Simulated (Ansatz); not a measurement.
# C2H4BFO: basis-set convergence

The task here is to estimate one member of a computed series from the others.

Method: one geometry, several basis sets; program: Ansatz 0.2.0, Gaussian basis.

Levels to be run: PBE0-D4/def2-SVP; ωB97M-V/def2-SVP; PBE0-D4/def2-QZVPP; ωB97M-V/def2-QZVPP; the functionals' def2-TZVPP values are taken from earlier runs.

## Structure used throughout

All runs share one geometry, relaxed beforehand with PBE0-D4 in a triple-zeta def2 set.

SMILES `O/C=C/BF`, 9 atoms, charge 0, spin multiplicity 1.

Atoms are counted from 1 here; the program's logs count them from 0.

Bond lengths: O1–C2 1.333 Å, O1–H6 0.965 Å, C2–C3 1.343 Å, C2–H7 1.086 Å, C3–B4 1.517 Å, C3–H8 1.090 Å, B4–F5 1.332 Å, B4–H9 1.202 Å. Angles: C2–O1–H6 109.5°, O1–C2–C3 127.4°, O1–C2–H7 110.9°, C3–C2–H7 121.6°, C2–C3–B4 118.5°, C2–C3–H8 119.2°, B4–C3–H8 122.4°, C3–B4–F5 120.7°, C3–B4–H9 122.2°, F5–B4–H9 117.1°.

Coordinates:

| atom | x (Å) | y (Å) | z (Å) |
| --- | --- | --- | --- |
| O1 | -2.01575 | -0.49529 | 0.64494 |
| C2 | -0.79464 | -0.54171 | 0.11127 |
| C3 | 0.13935 | 0.42350 | 0.12383 |
| B4 | 1.47032 | 0.15121 | -0.55112 |
| F5 | 2.42825 | 1.07697 | -0.56521 |
| H6 | -2.15206 | 0.36325 | 1.06325 |
| H7 | -0.61683 | -1.50059 | -0.36671 |
| H8 | -0.08234 | 1.37046 | 0.61532 |
| H9 | 1.71230 | -0.89420 | -1.09257 |

Set-up of the first run:

in.yaml

```yaml
crystal:
  periodic: [false, false, false]
  atoms:
    - {symbol: O, position_ang: [-2.015748, -0.495289, 0.644945]}
    - {symbol: C, position_ang: [-0.794637, -0.541711, 0.111270]}
    - {symbol: C, position_ang: [0.139349, 0.423500, 0.123825]}
    - {symbol: B, position_ang: [1.470317, 0.151205, -0.551118]}
    - {symbol: F, position_ang: [2.428252, 1.076968, -0.565209]}
    - {symbol: H, position_ang: [-2.152065, 0.363251, 1.063253]}
    - {symbol: H, position_ang: [-0.616829, -1.500591, -0.366712]}
    - {symbol: H, position_ang: [-0.082342, 1.370462, 0.615316]}
    - {symbol: H, position_ang: [1.712303, -0.894196, -1.092569]}
basis:
  gaussian: {orbitals: def2-SVP}
hamiltonian: {xc: pbe0, dispersion: d4}
output: {orbitals: {seedname: orbitals}}
```

On the command line:

```bash
> ansatz run in.yaml --threads 2 --pin off --events-out ev --progress --plain --max-ram 4352MiB
```

Steps of the session up to this table: PBE0-D4 in def2-SVP; ωB97M-V in def2-SVP; PBE0-D4 in def2-QZVPP; ωB97M-V in def2-QZVPP.

One of the session's tables, all rows but one given; the rest of the session is left out.

It belongs to the step «Functionals by basis». 

| functional | basis | HOMO (eV) |
| --- | --- | --- |
| PBE0-D4 | def2-SVP | -7.50 |
| PBE0-D4 | def2-TZVPP | -7.61 |
| PBE0-D4 | def2-QZVPP | -7.64 |
| ωB97M-V | def2-SVP | ? |
| ωB97M-V | def2-TZVPP | -9.79 |
| ωB97M-V | def2-QZVPP | -9.82 |

**Question.** Estimate the row for ωB97M-V, def2-SVP.

As computed: HOMO (eV): -9.65. In the column «HOMO (eV)» it lies between ωB97M-V, def2-TZVPP (-9.79) and PBE0-D4, def2-QZVPP (-7.64).
